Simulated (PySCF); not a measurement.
# C2H6Se: NMR shieldings

Aim: compute the NMR shieldings of C2H6Se (`C[Se]C`).

Computed with PySCF 2.14.0 and routines of our own; the level stands in each step. Atoms count from 0.

### 1 The starting structure

9 atoms, charge 0, multiplicity 1; geometry from: GFN2-xTB.

### 2 NMR shieldings: KT2/pcJ-1 Se:dyall-v2z, spin–orbit

Job settings and geometry (Å):

```
{"job": {"xc": "KT2", "basis": {"default": "pcJ-1", "Se": "dyall-v2z"}, "rel": "so", "kind": "hnmr"}, "charge": 0, "multiplicity": 1}
Se    -0.000170    -0.000900    -1.301860
C      1.460270    -0.014980    -0.006060
H      1.395910    -0.918220     0.596060
H      1.389050     0.869340     0.623050
H      2.394000    -0.003240    -0.560630
C     -1.460380     0.015350    -0.006030
H     -1.399280     0.920840     0.593370
H     -1.386750    -0.867120     0.625100
H     -2.392660    -0.001060    -0.563000
```

Method: KT2/pcJ-1 Se:dyall-v2z GIAO NMR shielding, X2C with spin-orbit coupling, screened-nuclear two-electron part, Gaussian nuclei, gas phase.

On the command line:

```
$ OMP_NUM_THREADS=1 python heavy_run.py task.json out
```

One launch serves the whole session: the jobs run in the order shown.

Log:

```text
spin-free SCF
coarse grid: 32528 points
cycle   1  E = -2520.8357146359  dE = -9.463e-02  |g| = 1.129e+00  |ddm| = 2.296e+00
cycle   2  E = -2520.7893994092  dE =  4.632e-02  |g| = 7.940e-01  |ddm| = 8.607e-01
cycle   3  E = -2520.8533452195  dE = -6.395e-02  |g| = 3.878e-01  |ddm| = 7.260e-01
cycle   4  E = -2520.8811377125  dE = -2.779e-02  |g| = 1.634e-01  |ddm| = 3.782e-01
cycle   5  E = -2520.8862475161  dE = -5.110e-03  |g| = 1.278e-02  |ddm| = 1.400e-01
cycle   6  E = -2520.8862762776  dE = -2.876e-05  |g| = 3.028e-03  |ddm| = 1.119e-02
cycle   7  E = -2520.8862789501  dE = -2.672e-06  |g| = 4.401e-04  |ddm| = 4.212e-03
final grid: 67728 points
cycle   8  E = -2520.8863178222  dE = -1.018e-06  |g| = 2.042e-02  |ddm| = 1.129e-03
cycle   9  E = -2520.8863177765  dE =  4.578e-08  |g| = 7.933e-04  |ddm| = 1.121e-03
cycle  10  E = -2520.8863175689  dE =  2.076e-07  |g| = 1.025e-03  |ddm| = 1.648e-03
cycle  11  E = -2520.8863178742  dE = -3.054e-07  |g| = 1.568e-04  |ddm| = 1.036e-03
cycle  12  E = -2520.8863178774  dE = -3.122e-09  |g| = 1.353e-05  |ddm| = 8.972e-05
converged SCF energy = -2520.8863178774
two-component SCF
cycle   1  E = -2520.8306407330  dE = -2.521e+03  |FDS-SDF| = 1.953e+01
cycle   2  E = -2520.9508945692  dE = -1.203e-01  |FDS-SDF| = 6.907e-03
cycle   3  E = -2520.9508945769  dE = -7.691e-09  |FDS-SDF| = 2.385e-03
cycle   4  E = -2520.9508946419  dE = -6.492e-08  |FDS-SDF| = 1.688e-03
cycle   5  E = -2520.9508947849  dE = -1.431e-07  |FDS-SDF| = 1.124e-04
cycle   6  E = -2520.9508947863  dE = -1.356e-09  |FDS-SDF| = 6.814e-05
converged, E = -2520.9508947863

Field gradients (au) and densities at the nuclei (bohr^-3)
atom        Vxx        Vyy        Vzz        centre      nuclear mean
  0 Se     1.9357     4.8980    -6.8336      37138.292      37085.862
  1 C     -0.1021    -0.1201     0.2222        131.172        131.169
  2 H     -0.1489    -0.1543     0.3033          0.504          0.504
  3 H     -0.1487    -0.1543     0.3030          0.504          0.504
  4 H     -0.1483    -0.1583     0.3067          0.502          0.502
  5 C     -0.1020    -0.1202     0.2222        131.172        131.170
  6 H     -0.1488    -0.1541     0.3030          0.504          0.504
  7 H     -0.1488    -0.1545     0.3033          0.504          0.504
  8 H     -0.1482    -0.1583     0.3065          0.502          0.502
without picture change
  0 Se                          -7.0528                     59320.601

Core orbital energies (eV)
atom   shell        mean    spread
  0 Se 1s       -12534.497   0.000
  0 Se 2s        -1612.890   0.000
  0 Se 3s         -214.673   0.000
  0 Se 4s          -17.887   0.000
  0 Se 2p1/2     -1445.166   0.000
  0 Se 2p3/2     -1403.683   0.072
  0 Se 3p1/2      -157.306   0.000
  0 Se 3p3/2      -151.440   0.257
  0 Se 3d3/2       -53.231   0.277
  0 Se 3d5/2       -52.349   0.352

vertical triplet (scalar unrestricted SCF): 4.244 eV

Shielding tensors (ppm)
atom      isotropic    diamagn.    paramagn.     s11        s22        s33       span
  0 Se     1994.24     2880.29     -886.05    1725.80    1863.78    2393.16     667.35
  1 C       181.87      252.94      -71.07     158.64     191.04     195.92      37.28
  2 H        29.48       30.15       -0.67      23.61      27.11      37.70      14.09
  3 H        29.52       30.17       -0.65      23.72      27.12      37.71      14.00
  4 H        29.84       29.52        0.31      24.49      26.38      38.64      14.15
  5 C       181.85      252.93      -71.08     158.74     190.89     195.93      37.18
  6 H        29.47       30.13       -0.66      23.61      27.10      37.69      14.08
  7 H        29.52       30.17       -0.65      23.71      27.12      37.71      14.01
  8 H        29.83       29.52        0.31      24.47      26.38      38.64      14.17
```

Wall time 20 s (1 thread of Intel Xeon 6975P-C, shared host); peak memory 0.87 GiB.

Key values:

```tsv
quantity	value
energy from spin-orbit coupling	-0.0646 Eh
```

The fields below are evaluated on a grid from the run's orbitals.

Frontier orbitals at KT2/dyall-v2z+pcJ-1, with the share of their density that lies nearest to each atom:

```tsv
orbital	energy (eV)	lies on
HOMO	-4.75	Se0 82 %
LUMO	-0.35	Se0 48 %; C1, C5 about 10 % each; H4, H8 about 7 % each
```

ELF in a plane through or near 5 of the atoms.

Ten even steps from ' ' (0.00) to '@' (1.00):
```
                                                        
                                                        
                                                        
                                                        
                                                        
                                                        
                ..::::..        ..::::..                
              ..--++++==::    ::==++++--..              
          ....::==****++--    --++****==::....          
        ..++****++::--++==....==++----++**##++..        
      ..**@@@@@@@@----####====####----@@@@@@@@**..      
      ..##@@@@@@@@##**%%++....++%%**##@@@@@@@@##..      
      ..**@@@@@@@@++++**::++++::**++++@@@@@@@@**..      
        ::%%@@##==..::==::##**..==::..==##@@%%::        
          ....      ::++==::::==++::      ::..          
                    ..**########**..                    
                    ..==**####**==..                    
                      ::--++++--::                      
                          ....                          
                                                        
```
The map spans 10.0 Å across and 7.8 Å up, centred on the molecule. Atoms in the plane (x, y in Å): Se0 (0.0, -1.3), C1 (-1.5, 0.0), H4 (-2.4, -0.6), C5 (1.5, 0.0), H8 (2.4, -0.6).

On the surface of density 0.002 e/bohr³ the electrostatic potential runs, from the 1st to the 99th percentile, from -1.05 V near Se0 to 0.87 V near H8.

### 3 NMR shieldings: B3LYP/pcJ-1 Se:dyall-v2z, spin–orbit

The job, as its differences from that of step 2:

```diff
@@ -1,2 +1,2 @@
-{"job": {"xc": "KT2", "basis": {"default": "pcJ-1", "Se": "dyall-v2z"}, "rel": "so", "kind": "hnmr"}, "charge": 0, "multiplicity": 1}
+{"job": {"xc": "B3LYP", "basis": {"default": "pcJ-1", "Se": "dyall-v2z"}, "rel": "so", "kind": "hnmr"}, "charge": 0, "multiplicity": 1}
 Se    -0.000170    -0.000900    -1.301860
```

Level: B3LYP/pcJ-1 Se:dyall-v2z GIAO NMR shielding, X2C with spin-orbit coupling, screened-nuclear two-electron part, Gaussian nuclei, gas phase.

Log:

```text
spin-free SCF
coarse grid: 32528 points
cycle   1  E = -2509.8017180365  dE = -9.558e-02  |g| = 3.170e-01  |ddm| = 2.274e+00
cycle   2  E = -2509.7977739796  dE =  3.944e-03  |g| = 3.325e-01  |ddm| = 5.203e-01
cycle   3  E = -2509.8239951970  dE = -2.622e-02  |g| = 6.093e-02  |ddm| = 2.560e-01
cycle   4  E = -2509.8249238106  dE = -9.286e-04  |g| = 2.328e-02  |ddm| = 8.988e-02
cycle   5  E = -2509.8250428054  dE = -1.190e-04  |g| = 8.934e-03  |ddm| = 2.724e-02
cycle   6  E = -2509.8250472663  dE = -4.461e-06  |g| = 5.712e-04  |ddm| = 2.823e-03
final grid: 67728 points
cycle   7  E = -2509.8251192092  dE = -1.845e-08  |g| = 6.169e-04  |ddm| = 1.219e-03
cycle   8  E = -2509.8251191090  dE =  1.002e-07  |g| = 9.595e-04  |ddm| = 1.392e-03
cycle   9  E = -2509.8251193080  dE = -1.991e-07  |g| = 7.510e-05  |ddm| = 7.484e-04
cycle  10  E = -2509.8251193090  dE = -9.800e-10  |g| = 5.738e-06  |ddm| = 7.488e-05
converged SCF energy = -2509.8251193090
two-component SCF
cycle   1  E = -2509.7697244221  dE = -2.510e+03  |FDS-SDF| = 1.946e+01
cycle   2  E = -2509.8895622629  dE = -1.198e-01  |FDS-SDF| = 7.069e-02
cycle   3  E = -2509.8896499149  dE = -8.765e-05  |FDS-SDF| = 3.065e-03
cycle   4  E = -2509.8896562219  dE = -6.307e-06  |FDS-SDF| = 1.979e-03
cycle   5  E = -2509.8896569580  dE = -7.361e-07  |FDS-SDF| = 7.373e-04
cycle   6  E = -2509.8896573381  dE = -3.800e-07  |FDS-SDF| = 1.460e-04
cycle   7  E = -2509.8896573494  dE = -1.133e-08  |FDS-SDF| = 9.106e-05
cycle   8  E = -2509.8896573521  dE = -2.745e-09  |FDS-SDF| = 1.147e-05
converged, E = -2509.8896573521

Field gradients (au) and densities at the nuclei (bohr^-3)
atom        Vxx        Vyy        Vzz        centre      nuclear mean
  0 Se     1.9942     5.2613    -7.2555      36607.033      36558.632
  1 C     -0.1043    -0.1195     0.2239        125.917        125.915
  2 H     -0.1485    -0.1542     0.3027          0.492          0.492
  3 H     -0.1483    -0.1542     0.3024          0.492          0.492
  4 H     -0.1480    -0.1581     0.3061          0.490          0.490
  5 C     -0.1042    -0.1196     0.2238        125.917        125.915
  6 H     -0.1484    -0.1540     0.3024          0.492          0.492
  7 H     -0.1484    -0.1543     0.3027          0.492          0.492
  8 H     -0.1479    -0.1581     0.3060          0.490          0.490
without picture change
  0 Se                          -7.4885                     58360.485

Core orbital energies (eV)
atom   shell        mean    spread
  0 Se 1s       -12539.060   0.000
  0 Se 2s        -1622.340   0.000
  0 Se 3s         -219.185   0.000
  0 Se 4s          -19.533   0.000
  0 Se 2p1/2     -1454.223   0.000
  0 Se 2p3/2     -1412.644   0.071
  0 Se 3p1/2      -161.416   0.000
  0 Se 3p3/2      -155.460   0.247
  0 Se 3d3/2       -55.817   0.288
  0 Se 3d5/2       -54.918   0.367

Shielding tensors (ppm)
atom      isotropic    diamagn.    paramagn.     s11        s22        s33       span
  0 Se     1941.69     2873.57     -931.88    1633.18    1817.85    2374.04     740.86
  1 C       175.68      248.38      -72.70     151.07     184.37     191.61      40.54
  2 H        29.72       30.17       -0.45      24.05      27.37      37.74      13.69
  3 H        29.76       30.19       -0.43      24.14      27.38      37.75      13.61
  4 H        30.09       29.52        0.57      24.80      26.60      38.86      14.06
  5 C       175.67      248.38      -72.71     151.17     184.24     191.59      40.42
  6 H        29.71       30.15       -0.44      24.05      27.36      37.73      13.68
  7 H        29.76       30.19       -0.44      24.13      27.39      37.75      13.62
  8 H        30.08       29.52        0.57      24.78      26.60      38.87      14.08
```

Run time: 34 s. Hardware: 1 thread of Intel Xeon 6975P-C, shared host; peak memory 1.1 GiB.

In short:

```tsv
quantity	value
energy from spin-orbit coupling	-0.0645 Eh
```

### 4 NMR shieldings: BHandHLYP/pcJ-1 Se:dyall-v2z, spin–orbit

The job, as its differences from that of step 3:

```diff
@@ -1,2 +1,2 @@
-{"job": {"xc": "B3LYP", "basis": {"default": "pcJ-1", "Se": "dyall-v2z"}, "rel": "so", "kind": "hnmr"}, "charge": 0, "multiplicity": 1}
+{"job": {"xc": "BHandHLYP", "basis": {"default": "pcJ-1", "Se": "dyall-v2z"}, "rel": "so", "kind": "hnmr"}, "charge": 0, "multiplicity": 1}
 Se    -0.000170    -0.000900    -1.301860
```

Level: BHandHLYP/pcJ-1 Se:dyall-v2z GIAO NMR shielding, X2C with spin-orbit coupling, screened-nuclear two-electron part, Gaussian nuclei, gas phase.

Log:

```text
spin-free SCF
coarse grid: 32528 points
cycle   1  E = -2509.6699718512  dE = -4.376e-02  |g| = 2.093e-01  |ddm| = 2.232e+00
cycle   2  E = -2509.6805052728  dE = -1.053e-02  |g| = 7.230e-02  |ddm| = 3.442e-01
cycle   3  E = -2509.6817718528  dE = -1.267e-03  |g| = 4.090e-02  |ddm| = 1.186e-01
cycle   4  E = -2509.6819353644  dE = -1.635e-04  |g| = 1.198e-02  |ddm| = 2.611e-02
cycle   5  E = -2509.6819445666  dE = -9.202e-06  |g| = 1.022e-03  |ddm| = 5.858e-03
final grid: 67728 points
cycle   6  E = -2509.6819934812  dE = -2.989e-07  |g| = 7.167e-04  |ddm| = 1.618e-03
cycle   7  E = -2509.6819935129  dE = -3.169e-08  |g| = 6.482e-04  |ddm| = 8.808e-04
cycle   8  E = -2509.6819935829  dE = -6.997e-08  |g| = 3.954e-05  |ddm| = 3.714e-04
cycle   9  E = -2509.6819935833  dE = -4.734e-10  |g| = 2.078e-05  |ddm| = 6.998e-05
converged SCF energy = -2509.6819935833
two-component SCF
cycle   1  E = -2509.6267064064  dE = -2.510e+03  |FDS-SDF| = 1.944e+01
cycle   2  E = -2509.7459259258  dE = -1.192e-01  |FDS-SDF| = 1.708e-01
cycle   3  E = -2509.7462349524  dE = -3.090e-04  |FDS-SDF| = 9.827e-03
cycle   4  E = -2509.7462662389  dE = -3.129e-05  |FDS-SDF| = 2.888e-03
cycle   5  E = -2509.7462764053  dE = -1.017e-05  |FDS-SDF| = 1.678e-03
cycle   6  E = -2509.7462787572  dE = -2.352e-06  |FDS-SDF| = 7.686e-04
cycle   7  E = -2509.7462796405  dE = -8.833e-07  |FDS-SDF| = 1.262e-04
cycle   8  E = -2509.7462796660  dE = -2.559e-08  |FDS-SDF| = 4.374e-05
converged, E = -2509.7462796660

Field gradients (au) and densities at the nuclei (bohr^-3)
atom        Vxx        Vyy        Vzz        centre      nuclear mean
  0 Se     1.8456     5.3917    -7.2373      36583.361      36535.134
  1 C     -0.1107    -0.1251     0.2358        125.704        125.702
  2 H     -0.1484    -0.1545     0.3029          0.485          0.485
  3 H     -0.1482    -0.1545     0.3026          0.485          0.485
  4 H     -0.1478    -0.1585     0.3062          0.483          0.483
  5 C     -0.1106    -0.1252     0.2358        125.704        125.702
  6 H     -0.1483    -0.1543     0.3026          0.485          0.485
  7 H     -0.1483    -0.1546     0.3029          0.485          0.485
  8 H     -0.1477    -0.1584     0.3061          0.483          0.483
without picture change
  0 Se                          -7.4709                     58313.732

Core orbital energies (eV)
atom   shell        mean    spread
  0 Se 1s       -12614.304   0.000
  0 Se 2s        -1649.924   0.000
  0 Se 3s         -230.758   0.000
  0 Se 4s          -21.949   0.000
  0 Se 2p1/2     -1477.102   0.000
  0 Se 2p3/2     -1435.152   0.055
  0 Se 3p1/2      -170.820   0.000
  0 Se 3p3/2      -164.725   0.213
  0 Se 3d3/2       -61.314   0.283
  0 Se 3d5/2       -60.381   0.362

Shielding tensors (ppm)
atom      isotropic    diamagn.    paramagn.     s11        s22        s33       span
  0 Se     2059.20     2873.67     -814.47    1746.11    1930.36    2501.12     755.00
  1 C       182.21      248.38      -66.17     158.84     189.10     198.69      39.84
  2 H        29.85       30.13       -0.28      23.97      27.48      38.10      14.12
  3 H        29.89       30.15       -0.26      24.05      27.50      38.11      14.05
  4 H        30.15       29.51        0.64      24.61      26.52      39.32      14.71
  5 C       182.19      248.38      -66.19     158.94     189.00     198.65      39.71
  6 H        29.84       30.11       -0.27      23.97      27.47      38.09      14.11
  7 H        29.89       30.15       -0.26      24.05      27.51      38.11      14.06
  8 H        30.14       29.51        0.63      24.59      26.53      39.32      14.73
```

Wall time 35 s (1 thread of Intel Xeon 6975P-C, shared host); peak memory 1.1 GiB.

In short:

```tsv
quantity	value
energy from spin-orbit coupling	-0.0643 Eh
```

### 5 Shieldings side by side

```tsv
run	Se0	C5	C1	H2	H6	H7	H3	time
step 2, KT2/pcJ-1 Se:dyall-v2z, spin–orbit	1994.2	181.9	181.9	29.5	29.5	29.5	29.5	20 s
step 3, B3LYP/pcJ-1 Se:dyall-v2z, spin–orbit	1941.7	175.7	175.7	29.7	29.7	29.8	29.8	34 s
step 4, BHandHLYP/pcJ-1 Se:dyall-v2z, spin–orbit	2059.2	182.2	182.2	29.9	29.8	29.9	29.9	35 s
```

### 6 What came out

```
                                                                          quantity                               value
      energy from spin-orbit coupling (step 2, KT2/pcJ-1 Se:dyall-v2z, spin–orbit)                          -0.0646 Eh
                           shieldings (step 2, KT2/pcJ-1 Se:dyall-v2z, spin–orbit)  Se0 1994.2, C1 181.9, C5 181.9 ppm
                                             surface potential, 1st and 99th percentile                  -1.05 V and 0.87 V
    energy from spin-orbit coupling (step 3, B3LYP/pcJ-1 Se:dyall-v2z, spin–orbit)                          -0.0645 Eh
                         shieldings (step 3, B3LYP/pcJ-1 Se:dyall-v2z, spin–orbit)  Se0 1941.7, C1 175.7, C5 175.7 ppm
energy from spin-orbit coupling (step 4, BHandHLYP/pcJ-1 Se:dyall-v2z, spin–orbit)                          -0.0643 Eh
                     shieldings (step 4, BHandHLYP/pcJ-1 Se:dyall-v2z, spin–orbit)  Se0 2059.2, C1 182.2, C5 182.2 ppm
```

In words: In step 2, Se0 has the widest tensor, 667 ppm. At KT2/dyall-v2z+pcJ-1, counted by nearest atom on the grid, the HOMO lies on Se0 82 %, the LUMO on Se0 48 %; C1, C5 about 10 % each. Se0 moves most between the runs, by 118 ppm; the labels say what changes from run to run.
